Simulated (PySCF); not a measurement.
# C₅H₈BNS: a tour of settings, part 1 of 2

Which settings matter for C₅H₈BNS (`Cc1ccc(BN)s1`)?

Programs: PySCF 2.14.0, with density-fitted response routines of our own. Each step states its level of theory. These are calculated values for one molecule, in the gas phase or a continuum, unless marked as measured. Atoms are numbered from 0 throughout.

**1. The molecule as given**

16 atoms, charge 0, multiplicity 1; geometry from: GFN2-xTB.

Bonds of the start (Å): C0–C1 1.49, C1–C2 1.36, C2–C3 1.41, C3–C4 1.37, C4–B5 1.55, B5–N6 1.38, C4–S7 1.75, S7–C1 1.73, C0–H8 1.09, C0–H9 1.09, C0–H10 1.09, C2–H11 1.08, C3–H12 1.08, B5–H13 1.17, N6–H14 1.01, N6–H15 1.01.

**2. Shielding tensors: mPW1PW91/6-31G**

Job settings and geometry (Å):

```
{"job": {"kind": "nmr", "xc": "mPW1PW91", "basis": "6-31G", "pop": false, "grid": 4}, "charge": 0, "multiplicity": 1}
C     -2.923711     0.453240     0.103872
C     -1.521701    -0.037178     0.186769
C     -1.076390    -1.321164     0.272688
C      0.329283    -1.418090     0.300764
C      0.987544    -0.219674     0.237853
B      2.510523     0.046488     0.243421
N      2.990789     1.343263     0.201861
S     -0.192232     1.069738     0.140572
H     -3.056782     1.350000     0.706539
H     -3.610393    -0.315401     0.452316
H     -3.180536     0.702154    -0.927257
H     -1.735432    -2.171664     0.315634
H      0.851867    -2.356667     0.367289
H      3.264859    -0.849839     0.282496
H      2.388030     2.149431     0.166942
H      3.966682     1.584307     0.204314
```

Level: GIAO mPW1PW91/6-31G NMR shielding, non-relativistic, gas phase.

Started as:

```console
$ OMP_NUM_THREADS=1 python probes_run.py task.json out
```

The driver reads the jobs from task.json and runs them one after another.

The log of the run:

```text
coarse grid: 14168 points
cycle   1  E = -673.0496588051  dE =  1.359e+00  |g| = 4.515e-01  |ddm| = 4.097e+00
cycle   2  E = -673.0296945330  dE =  1.996e-02  |g| = 5.365e-01  |ddm| = 1.042e+00
cycle   3  E = -673.1021730154  dE = -7.248e-02  |g| = 1.145e-01  |ddm| = 6.932e-01
cycle   4  E = -673.1056867947  dE = -3.514e-03  |g| = 3.609e-02  |ddm| = 1.833e-01
cycle   5  E = -673.1059919756  dE = -3.052e-04  |g| = 1.428e-02  |ddm| = 6.089e-02
cycle   6  E = -673.1060506219  dE = -5.865e-05  |g| = 3.344e-03  |ddm| = 2.102e-02
cycle   7  E = -673.1060533845  dE = -2.763e-06  |g| = 1.040e-03  |ddm| = 4.615e-03
final grid: 353376 points
cycle   8  E = -673.0256032519  dE = -1.370e-05  |g| = 7.664e-03  |ddm| = 2.581e-02
cycle   9  E = -673.0255937560  dE =  9.496e-06  |g| = 9.770e-03  |ddm| = 1.969e-02
cycle  10  E = -673.0256191691  dE = -2.541e-05  |g| = 6.149e-04  |ddm| = 1.201e-02
cycle  11  E = -673.0256192791  dE = -1.100e-07  |g| = 2.012e-04  |ddm| = 1.106e-03
cycle  12  E = -673.0256192887  dE = -9.644e-09  |g| = 8.241e-05  |ddm| = 3.328e-04
cycle  13  E = -673.0256192905  dE = -1.764e-09  |g| = 2.251e-05  |ddm| = 1.168e-04
cycle  14  E = -673.0256192906  dE = -1.373e-10  |g| = 5.966e-06  |ddm| = 3.245e-05
converged SCF energy = -673.0256192906

GIAO shielding tensors (ppm)
atom      isotropic    diamagn.    paramagn.     s11        s22        s33       span
  0 C      182.147     245.969     -63.822    168.872    175.055    202.514     33.642
  1 C       51.571     270.335    -218.764    -20.751     34.303    141.160    161.910
  2 C       79.569     258.199    -178.630     11.648     76.789    150.270    138.622
  3 C       66.501     257.837    -191.336     -9.113     55.188    153.427    162.540
  4 C       52.567     266.538    -213.971    -10.732     28.912    139.520    150.252
  5 B       88.019     196.657    -108.638     60.277     73.484    130.297     70.020
  6 N      178.802     322.837    -144.035     97.058    209.687    229.660    132.601
  7 S      359.741    1061.822    -702.082    248.683    385.782    444.757    196.074
  8 H       30.451      29.498       0.952     24.844     29.994     36.514     11.670
  9 H       30.377      29.305       1.072     24.917     29.509     36.705     11.788
 10 H       30.316      29.166       1.150     25.966     27.940     37.042     11.077
 11 H       26.150      31.116      -4.966     23.224     26.183     29.042      5.818
 12 H       25.622      30.964      -5.342     22.748     25.902     28.218      5.470
 13 H       27.318      30.628      -3.311     25.602     27.710     28.641      3.039
 14 H       29.149      32.361      -3.212     22.523     29.911     35.013     12.490
 15 H       29.278      28.710       0.569     23.987     25.975     37.873     13.886
```

Wall time 33 s (1 thread of Intel Xeon at 2.70GHz, shared host); peak memory 0.57 GiB.

Shifts follow as δ = σ(reference) − σ, with reference shieldings (ppm) from runs at the same level and on the same kind of geometry: ¹H TMS 33.11, ¹³C TMS 201.3, ¹⁵N NH3 262.2. The references are single molecules in the gas phase, so shifts against H2O, NH3, PH3, H3PO4 or CFCl3 are not on the usual liquid scales and can be off by tens of ppm. Atoms listed in one row are averaged.

| atoms | environment | σ (ppm) | δ (ppm) |
| --- | --- | --- | --- |
| C1 | substituted aromatic carbon next to the ring sulfur | 51.6 | 149.7 |
| C4 | substituted aromatic carbon next to the ring sulfur | 52.6 | 148.7 |
| C3 | aromatic CH | 66.5 | 134.8 |
| C2 | aromatic CH | 79.6 | 121.7 |
| C0 | methyl carbon on an aromatic ring | 182.1 | 19.1 |
| H12 | hydrogen on an aromatic CH | 25.62 | 7.48 |
| H11 | hydrogen on an aromatic CH | 26.15 | 6.96 |
| H13 | hydrogen on a boron bonded to C, N | 27.32 | 5.79 |
| H14, H15 | hydrogen on a nitrogen bonded to B | 29.21 | 3.89 |
| H8, H9, H10 | hydrogen on a methyl carbon on an aromatic ring | 30.38 | 2.72 |
| B5 | boron bonded to C, N, H | 88.0 | – |
| N6 | nitrogen bonded to B, 2 H | 178.8 | 83.4 |
| S7 | aromatic ring sulfur | 360 | – |

Ring of atoms C1, C2, C3, C4, S7: NICS(0) -9.1, NICS(1) -9.1, NICS(1)zz -20.1 ppm (means of both faces).

**3. Shielding tensors: B3LYP/ANO-RCC-VDZP**

Job settings and geometry (Å):

```
{"job": {"kind": "nmr", "xc": "B3LYP", "basis": "ANO-RCC-VDZP", "pop": true, "scf": {"max_cycle": 57}}, "charge": 0, "multiplicity": 1}
C     -2.836000     0.439643     0.100756
C     -1.476050    -0.036063     0.181166
C     -1.044098    -1.281529     0.264507
C      0.319405    -1.375547     0.291741
C      0.957918    -0.213084     0.230717
B      2.435207     0.045093     0.236118
N      2.901065     1.302965     0.195805
S     -0.186465     1.037646     0.136355
H     -2.965079     1.309500     0.685343
H     -3.502081    -0.305939     0.438747
H     -3.085120     0.681089    -0.899439
H     -1.683369    -2.106514     0.306165
H      0.826311    -2.285967     0.356270
H      3.166913    -0.824344     0.274021
H      2.316389     2.084948     0.161934
H      3.847682     1.536778     0.198185
```

Level: GIAO B3LYP/ANO-RCC-VDZP NMR shielding, non-relativistic, gas phase.

The log of the run:

```text
final grid: 132968 points
cycle   1  E = -672.9010664667  dE =  1.814e+00  |g| = 6.359e-01  |ddm| = 5.870e+00
cycle   2  E = -672.8243761565  dE =  7.669e-02  |g| = 8.327e-01  |ddm| = 1.494e+00
cycle   3  E = -673.0019708859  dE = -1.776e-01  |g| = 1.467e-01  |ddm| = 1.038e+00
cycle   4  E = -673.0077847864  dE = -5.814e-03  |g| = 4.748e-02  |ddm| = 2.204e-01
cycle   5  E = -673.0082672783  dE = -4.825e-04  |g| = 2.110e-02  |ddm| = 6.532e-02
cycle   6  E = -673.0083763331  dE = -1.091e-04  |g| = 5.255e-03  |ddm| = 2.501e-02
cycle   7  E = -673.0083827703  dE = -6.437e-06  |g| = 1.991e-03  |ddm| = 7.550e-03
cycle   8  E = -673.0083838176  dE = -1.047e-06  |g| = 2.914e-04  |ddm| = 2.350e-03
cycle   9  E = -673.0083838379  dE = -2.037e-08  |g| = 1.092e-04  |ddm| = 3.929e-04
cycle  10  E = -673.0083838408  dE = -2.906e-09  |g| = 3.976e-05  |ddm| = 1.404e-04
cycle  11  E = -673.0083838412  dE = -3.474e-10  |g| = 1.551e-05  |ddm| = 4.717e-05
converged SCF energy = -673.0083838412

GIAO shielding tensors (ppm)
atom      isotropic    diamagn.    paramagn.     s11        s22        s33       span
  0 C      177.966     239.242     -61.276    167.759    169.157    196.981     29.222
  1 C       46.661     251.620    -204.959    -32.831     29.801    143.014    175.845
  2 C       70.833     252.492    -181.659     -1.957     67.092    147.366    149.324
  3 C       55.775     250.742    -194.967    -25.644     42.288    150.682    176.325
  4 C       50.361     247.140    -196.780    -16.324     24.443    142.963    159.286
  5 B       75.020     205.459    -130.439     41.969     61.038    122.053     80.084
  6 N      175.952     295.754    -119.801     91.319    212.758    223.780    132.461
  7 S      370.275    1077.204    -706.929    237.136    422.406    451.282    214.147
  8 H       30.266      30.297      -0.030     24.375     30.238     36.186     11.810
  9 H       30.327      29.131       1.196     25.046     29.618     36.317     11.271
 10 H       30.155      30.277      -0.123     25.847     27.904     36.712     10.865
 11 H       25.721      33.665      -7.944     23.254     25.383     28.526      5.272
 12 H       25.288      33.924      -8.636     23.049     24.903     27.914      4.865
 13 H       27.479      33.500      -6.021     25.921     27.598     28.918      2.998
 14 H       28.760      32.904      -4.144     22.115     29.198     34.968     12.853
 15 H       28.982      31.044      -2.062     23.688     25.619     37.638     13.949
```

Wall time 70 s (1 thread of Intel Xeon at 2.70GHz, shared host); peak memory 0.77 GiB.

All coordinates were scaled by 0.97, so these values belong to a distorted geometry and are kept out of the summary. Its HOMO lies at -6.08 eV, against -6.27 eV in step 2 (mPW1PW91/6-31G), a different level, so the two don't compare directly.

**4. Shielding tensors: B3LYP/pcSseg-1**

Job settings and geometry (Å):

```
{"job": {"kind": "nmr", "xc": "B3LYP", "basis": "pcSseg-1", "pop": false, "scf": {"max_cycle": 86}}, "charge": 0, "multiplicity": 1}
C     -2.338969     0.362592     0.083098
C     -1.217361    -0.029742     0.149415
C     -0.861112    -1.056931     0.218150
C      0.263426    -1.134472     0.240611
C      0.790035    -0.175739     0.190282
B      2.008418     0.037190     0.194737
N      2.392631     1.074610     0.161489
S     -0.153786     0.855790     0.112458
H     -2.445426     1.080000     0.565231
H     -2.888314    -0.252321     0.361853
H     -2.544429     0.561723    -0.741806
H     -1.388346    -1.737331     0.252507
H      0.681494    -1.885334     0.293831
H      2.611887    -0.679871     0.225997
H      1.910424     1.719545     0.133554
H      3.173346     1.267446     0.163451
```

Level: GIAO B3LYP/pcSseg-1 NMR shielding, non-relativistic, gas phase.

The log of the run:

```text
final grid: 132968 points
cycle   1  E = -671.3296184876  dE =  7.524e+00  |g| = 1.454e+00  |ddm| = 5.709e+00
cycle   2  E = -671.0007979711  dE =  3.288e-01  |g| = 1.861e+00  |ddm| = 4.767e+00
cycle   3  E = -671.7785612444  dE = -7.778e-01  |g| = 2.388e-01  |ddm| = 3.938e+00
cycle   4  E = -671.7890965968  dE = -1.054e-02  |g| = 1.113e-01  |ddm| = 5.673e-01
cycle   5  E = -671.7916469460  dE = -2.550e-03  |g| = 2.257e-02  |ddm| = 1.626e-01
cycle   6  E = -671.7917446261  dE = -9.768e-05  |g| = 3.973e-03  |ddm| = 3.041e-02
cycle   7  E = -671.7917479301  dE = -3.304e-06  |g| = 1.177e-03  |ddm| = 9.414e-03
cycle   8  E = -671.7917482255  dE = -2.954e-07  |g| = 4.403e-04  |ddm| = 2.459e-03
cycle   9  E = -671.7917482650  dE = -3.954e-08  |g| = 1.323e-04  |ddm| = 7.000e-04
cycle  10  E = -671.7917482688  dE = -3.822e-09  |g| = 3.044e-05  |ddm| = 2.363e-04
cycle  11  E = -671.7917482690  dE = -1.767e-10  |g| = 1.241e-05  |ddm| = 5.186e-05
converged SCF energy = -671.7917482690

GIAO shielding tensors (ppm)
atom      isotropic    diamagn.    paramagn.     s11        s22        s33       span
  0 C      206.252     241.885     -35.632    191.058    195.828    231.872     40.814
  1 C       89.005     270.619    -181.614      3.175     55.805    208.036    204.861
  2 C       91.703     245.962    -154.258     18.610     90.800    165.700    147.091
  3 C       75.470     244.920    -169.450     -7.012     58.785    174.636    181.648
  4 C       90.936     252.747    -161.811     21.544     53.029    198.236    176.692
  5 B       80.269     189.446    -109.177     28.434     68.533    143.840    115.406
  6 N      200.322     306.295    -105.973    113.129    233.085    254.751    141.622
  7 S      383.802    1067.096    -683.294    302.790    407.017    441.600    138.810
  8 H       37.073      36.191       0.883     28.815     38.081     44.325     15.509
  9 H       37.616      37.526       0.090     30.683     36.739     45.426     14.743
 10 H       37.008      35.706       1.301     31.042     34.567     45.413     14.371
 11 H       31.876      45.884     -14.008     30.190     30.542     34.896      4.707
 12 H       31.186      43.672     -12.486     29.660     30.330     33.567      3.908
 13 H       31.197      39.807      -8.610     29.735     30.514     33.342      3.607
 14 H       35.386      41.907      -6.522     27.767     36.728     41.662     13.895
 15 H       36.329      42.406      -6.077     29.892     32.502     46.594     16.702
```

It took 38 s on 1 thread of Intel Xeon at 2.70GHz, shared host; peak memory 0.84 GiB.

The run ended normally, but its values are not to be used for the molecule: all coordinates were scaled by 0.8. Its HOMO lies at -6.54 eV, against -6.27 eV in step 2 (mPW1PW91/6-31G), a different level, so the two don't compare directly.

(Continued in part 2 of 2.)
